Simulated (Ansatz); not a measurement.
**GeH9NSi2: how energies converge with the basis set**

An exercise on one series of results from a longer session: the logs are not shown, and one member is left open.

Computed with Ansatz 0.2.0, Gaussian basis. Level: one geometry, several basis sets.

Plan: PBE0-D4/def2-SVP; ωB97M-V/def2-SVP; PBE0-D4/def2-QZVPP; ωB97M-V/def2-QZVPP; the functionals' def2-TZVPP values are taken from earlier runs.

## The geometry

All runs share one geometry, relaxed beforehand with PBE0-D4 in a triple-zeta def2 set.

SMILES `[SiH3][N]([SiH3])[GeH3]`, 13 atoms, charge 0, spin multiplicity 1.

Atoms are counted from 1 here; the program's logs count them from 0.

Bond lengths: Si1–N2 1.728 Å, Si1–H5 1.490 Å, Si1–H6 1.486 Å, Si1–H7 1.489 Å, N2–Si3 1.728 Å, N2–Ge4 1.858 Å, Si3–H8 1.490 Å, Si3–H9 1.489 Å, Si3–H10 1.485 Å, Ge4–H11 1.537 Å, Ge4–H12 1.537 Å, Ge4–H13 1.537 Å. Angles: N2–Si1–H5 112.2°, N2–Si1–H6 108.7°, N2–Si1–H7 110.2°, H5–Si1–H6 108.8°, H5–Si1–H7 107.2°, H6–Si1–H7 109.7°, Si1–N2–Si3 124.1°, Si1–N2–Ge4 118.0°, Si3–N2–Ge4 117.7°, N2–Si3–H8 112.6°, N2–Si3–H9 108.7°, N2–Si3–H10 109.8°, H8–Si3–H9 107.4°, H8–Si3–H10 108.5°, H9–Si3–H10 109.8°, N2–Ge4–H11 107.2°, N2–Ge4–H12 108.4°, N2–Ge4–H13 109.6° and more.

The first run:

Input file in.yaml:

```yaml
crystal:
  periodic: [false, false, false]
  atoms:
    - {symbol: Si, position_ang: [-0.721186, 1.366435, -0.848539]}
    - {symbol: N, position_ang: [0.026055, 0.075082, 0.023080]}
    - {symbol: Si, position_ang: [0.523720, 0.181022, 1.674345]}
    - {symbol: Ge, position_ang: [0.208921, -1.564336, -0.831260]}
    - {symbol: H, position_ang: [-2.179020, 1.138574, -1.052916]}
    - {symbol: H, position_ang: [-0.537377, 2.627317, -0.083940]}
    - {symbol: H, position_ang: [-0.102596, 1.503000, -2.196081]}
    - {symbol: H, position_ang: [-0.527554, -0.287347, 2.620638]}
    - {symbol: H, position_ang: [1.718132, -0.686862, 1.870895]}
    - {symbol: H, position_ang: [0.863761, 1.587946, 2.008063]}
    - {symbol: H, position_ang: [-0.762525, -1.565695, -2.022070]}
    - {symbol: H, position_ang: [-0.147561, -2.675720, 0.169185]}
    - {symbol: H, position_ang: [1.657732, -1.734215, -1.316399]}
basis:
  gaussian: {orbitals: def2-SVP}
hamiltonian: {xc: pbe0, dispersion: d4}
output: {orbitals: {seedname: orbitals}}
```

On the command line:

```
$ ansatz run in.yaml --threads 4 --pin off --events-out ev --progress --plain --max-ram 10444MiB
```

Among the steps run: PBE0-D4 in def2-SVP; ωB97M-V in def2-SVP; PBE0-D4 in def2-QZVPP; ωB97M-V in def2-QZVPP.

One table of the session follows, with a row left open; its other results are not shown here.

It belongs to the step «Density functionals: the series». 

```
functional       basis  HOMO (eV)  LUMO (eV)
   PBE0-D4    def2-SVP          ?          ?
   PBE0-D4  def2-TZVPP      -7.46      -0.36
   PBE0-D4  def2-QZVPP      -7.47      -0.46
   ωB97M-V    def2-SVP      -9.57       1.85
   ωB97M-V  def2-TZVPP      -9.71       1.38
   ωB97M-V  def2-QZVPP      -9.72       1.16
```

Q: Estimate the row for PBE0-D4, def2-SVP from the others.

**Answer.** HOMO (eV): -7.37; LUMO (eV): -0.03. In the column «HOMO (eV)» it is the highest.
